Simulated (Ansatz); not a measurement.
# CH₄AlFO: how energies converge with the basis set

Aim: see how fast density functionals converge with the basis set for CH₄AlFO.

Method: one geometry, several basis sets; program: Ansatz 0.2.0, Gaussian basis.

Levels to be run: PBE0-D4/def2-SVP; ωB97M-V/def2-SVP; PBE0-D4/def2-QZVPP; ωB97M-V/def2-QZVPP; the functionals' def2-TZVPP values are taken from earlier runs.

## 1. Structure used throughout

All runs share one geometry, relaxed beforehand with PBE0-D4 in a triple-zeta def2 set.

SMILES `[OH][AlH][CH2]F`, 8 atoms, charge 0, spin multiplicity 1.

Atoms are counted from 1 here; the program's logs count them from 0.

Bond lengths: O1–Al2 1.696 Å, O1–H5 0.955 Å, Al2–C3 1.975 Å, Al2–H6 1.582 Å, C3–F4 1.401 Å, C3–H7 1.097 Å, C3–H8 1.097 Å. Angles: Al2–O1–H5 124.3°, O1–Al2–C3 114.3°, O1–Al2–H6 121.5°, C3–Al2–H6 124.2°, Al2–C3–F4 110.2°, Al2–C3–H7 112.4°, Al2–C3–H8 112.4°, F4–C3–H7 107.7°, F4–C3–H8 107.7°, H7–C3–H8 106.1°.

## 2. PBE0-D4 in def2-SVP

Input file in.yaml:

```yaml
crystal:
  periodic: [false, false, false]
  atoms:
    - {symbol: O, position_ang: [-1.731664, 0.752689, -0.528710]}
    - {symbol: Al, position_ang: [-0.100534, 0.760010, -0.064032]}
    - {symbol: C, position_ang: [0.673450, -1.035666, 0.215790]}
    - {symbol: F, position_ang: [2.019069, -0.929251, 0.592214]}
    - {symbol: H, position_ang: [-2.246467, 1.538790, -0.701250]}
    - {symbol: H, position_ang: [0.700224, 2.111805, 0.119519]}
    - {symbol: H, position_ang: [0.627050, -1.656128, -0.687504]}
    - {symbol: H, position_ang: [0.150975, -1.599349, 0.998272]}
basis:
  gaussian: {orbitals: def2-SVP}
hamiltonian: {xc: pbe0, dispersion: d4}
output: {orbitals: {seedname: orbitals}}
```

Run with:

```console
> ansatz run in.yaml --threads 2 --pin off --events-out ev --progress --plain --max-ram 4352MiB
```

Log:

```text
Functional definition: PBE0
  name "PBE0"
  cite "Adamo & Barone, J. Chem. Phys. 110, 6158 (1999) doi:10.1063/1.478522"
  cite "Perdew, Burke & Ernzerhof, Phys. Rev. Lett. 77, 3865 (1996) doi:10.1103/PhysRevLett.77.3865"
  parent pbe
  parameter a = 0.25
  parameter kappa = 0.804
  parameter beta = 0.06672455060314922
  exchange = (1 - a)*pbe_x(kappa = kappa, mu = beta*pi^2/3) + a*exact_x
  correlation = pbe_c(beta = beta)
907 factors; their error is unknown
mean field evaluation 1: about -12441.5549 eV, gradient 5.7e1 eV
mean field evaluation 2: about -12427.9865 eV, gradient 9.9e1 eV
mean field evaluation 4: about -12447.7289 eV, gradient 4.4e0 eV
mean field evaluation 8: about -12447.7707 eV, gradient 8.0e-2 eV
mean field evaluation 16: about -12447.8771 eV, gradient 2.3e-5 eV
mean field -12447.87709596 eV, -457.4510458025 hartree, gradient 2.3e-5 eV, S^2 0.000000; 0 other end points of the search recorded, 0 dependent functions left out
reference -12447.87712308 eV, -457.4510467989 hartree; 20, 20 occupied and 60, 60 virtual orbitals, 907 factors
Total energy: -12447.96879461 eV, -457.4544156658 hartree
```

Run time: 1.1 s. Hardware: 2 threads of Arm Neoverse V1, shared host.

## 3. ωB97M-V in def2-SVP

Changes to in.yaml since step 2:

```diff
@@ -13,3 +13,3 @@
   gaussian: {orbitals: def2-SVP}
-hamiltonian: {xc: pbe0, dispersion: d4}
+hamiltonian: {xc: {name: wB97M-V}}
 output: {orbitals: {seedname: orbitals}}
```

The command is unchanged.

Log, cut to the lines that bear on the results:

```text
Functional definition: wB97M-V
  name "wB97M-V"
  cite "Mardirossian & Head-Gordon, J. Chem. Phys. 144, 214110 (2016) doi:10.1063/1.4952647"
  cite "Becke, J. Chem. Phys. 107, 8554 (1997) doi:10.1063/1.475007"
  cite "Vydrov & Van Voorhis, J. Chem. Phys. 133, 244103 (2010) doi:10.1063/1.3521275"
  # Of w^i u^j: cxij and so on, Table III.
[...]
  gx(w, u) = 1 - cx + cx01*u + cx10*w
  gss(w, u) = css00 + css04*u^4 + css10*w + css20*w^2 + css43*w^4*u^3
  gos(w, u) = cos00 + cos10*w + (cos20 + cos21*u)*w^2 + (cos60 + cos61*u)*w^6
[...]
      + integral(e_c_pw_mod_opposite_spin*gos(b97_w_opposite, b97_u_opposite)) + vv10(b, c)
888 factors; their error is unknown
220 factors; integrals over basis functions are off by at most 1.2e-5 eV
[...]
mean field -12454.65714133 eV, -457.7002078740 hartree, gradient 1.0e-5 eV, S^2 0.000000; 0 other end points of the search recorded, 0 dependent functions left out
reference -12454.65718532 eV, -457.7002094905 hartree; 20, 20 occupied and 60, 60 virtual orbitals, 888 factors
Total energy: -12454.65718532 eV, -457.7002094905 hartree
```

It took 4.6 s on 2 threads of Arm Neoverse V1, shared host.

## 4. PBE0-D4 in def2-QZVPP

Changes to in.yaml since step 3:

```diff
@@ -12,4 +12,4 @@
 basis:
-  gaussian: {orbitals: def2-SVP}
-hamiltonian: {xc: {name: wB97M-V}}
+  gaussian: {orbitals: "def2-QZVPP.json"}
+hamiltonian: {xc: pbe0, dispersion: d4}
 output: {orbitals: {seedname: orbitals}}
```

The command is unchanged.

Log:

```text
Functional definition: PBE0
  name "PBE0"
  cite "Adamo & Barone, J. Chem. Phys. 110, 6158 (1999) doi:10.1063/1.478522"
  cite "Perdew, Burke & Ernzerhof, Phys. Rev. Lett. 77, 3865 (1996) doi:10.1103/PhysRevLett.77.3865"
  parent pbe
  parameter a = 0.25
  parameter kappa = 0.804
  parameter beta = 0.06672455060314922
  exchange = (1 - a)*pbe_x(kappa = kappa, mu = beta*pi^2/3) + a*exact_x
  correlation = pbe_c(beta = beta)
1197 factors; their error is unknown
mean field evaluation 1: about -12449.8314 eV, gradient 6.9e1 eV
mean field evaluation 2: about -12431.7554 eV, gradient 1.2e2 eV
mean field evaluation 4: about -12457.9903 eV, gradient 6.3e0 eV
mean field evaluation 8: about -12458.0708 eV, gradient 8.6e-2 eV
mean field evaluation 16: about -12458.0769 eV, gradient 8.9e-6 eV
mean field -12458.07688856 eV, -457.8258812669 hartree, gradient 8.9e-6 eV, S^2 0.000000; 0 other end points of the search recorded, 0 dependent functions left out
reference -12458.07692709 eV, -457.8258826826 hartree; 20, 20 occupied and 341, 341 virtual orbitals, 1197 factors
Total energy: -12458.16859863 eV, -457.8292515495 hartree
```

Run time: 7 s. Hardware: 2 threads of Arm Neoverse V1, shared host; peak memory 0.85 GiB.

## 5. ωB97M-V in def2-QZVPP

Changes to in.yaml since step 4:

```diff
@@ -13,3 +13,3 @@
   gaussian: {orbitals: "def2-QZVPP.json"}
-hamiltonian: {xc: pbe0, dispersion: d4}
+hamiltonian: {xc: {name: wB97M-V}}
 output: {orbitals: {seedname: orbitals}}
```

Launched as before.

Log, cut to the lines that bear on the results:

```text
Functional definition: wB97M-V
  name "wB97M-V"
  cite "Mardirossian & Head-Gordon, J. Chem. Phys. 144, 214110 (2016) doi:10.1063/1.4952647"
  cite "Becke, J. Chem. Phys. 107, 8554 (1997) doi:10.1063/1.475007"
  cite "Vydrov & Van Voorhis, J. Chem. Phys. 133, 244103 (2010) doi:10.1063/1.3521275"
  # Of w^i u^j: cxij and so on, Table III.
[...]
  gx(w, u) = 1 - cx + cx01*u + cx10*w
  gss(w, u) = css00 + css04*u^4 + css10*w + css20*w^2 + css43*w^4*u^3
  gos(w, u) = cos00 + cos10*w + (cos20 + cos21*u)*w^2 + (cos60 + cos61*u)*w^6
[...]
      + integral(e_c_pw_mod_opposite_spin*gos(b97_w_opposite, b97_u_opposite)) + vv10(b, c)
1154 factors; their error is unknown
299 factors; integrals over basis functions are off by at most 1.3e-5 eV
[...]
mean field -12465.01970780 eV, -458.0810251679 hartree, gradient 2.8e-5 eV, S^2 0.000000; 0 other end points of the search recorded, 0 dependent functions left out
reference -12465.01977089 eV, -458.0810274864 hartree; 20, 20 occupied and 341, 341 virtual orbitals, 1154 factors
Total energy: -12465.01977089 eV, -458.0810274864 hartree
```

Run time: 18 s. Hardware: 2 threads of Arm Neoverse V1, shared host; peak memory 1 GiB.

## 6. Functionals by basis

The def2-TZVPP values come from earlier runs at the same geometry.

```csv
functional,basis,functions,energy (eV),from the largest (eV),HOMO (eV),LUMO (eV)
PBE0-D4,def2-SVP,80,-12447.9688,10.200,-7.69,-0.61
PBE0-D4,def2-TZVPP,191,-12457.6182,0.550,-7.87,-0.77
PBE0-D4,def2-QZVPP,361,-12458.1686,0.000,-7.91,-0.85
ωB97M-V,def2-SVP,80,-12454.6572,10.363,-9.95,1.10
ωB97M-V,def2-TZVPP,191,-12464.4915,0.528,-10.14,0.80
ωB97M-V,def2-QZVPP,361,-12465.0198,0.000,-10.19,0.50
```

## 7. Summary of results

| quantity | value |
| --- | --- |
| PBE0-D4: double and triple zeta above quadruple | 10.20, 0.55 eV |
| ωB97M-V: double and triple zeta above quadruple | 10.36, 0.53 eV |

**Reading.** PBE0-D4 gains 9.65 eV from double to triple zeta, then 0.55 eV more. These are total energies; as a rule much of such shifts cancels in differences, which this series doesn't test. The LUMO of ωB97M-V is positive and keeps falling with the basis (1.10 to 0.50 eV): an unbound level that the basis holds in place.

For PBE0-D4 the largest set took about 7 times as long as the smallest (7 s against 1.1 s).
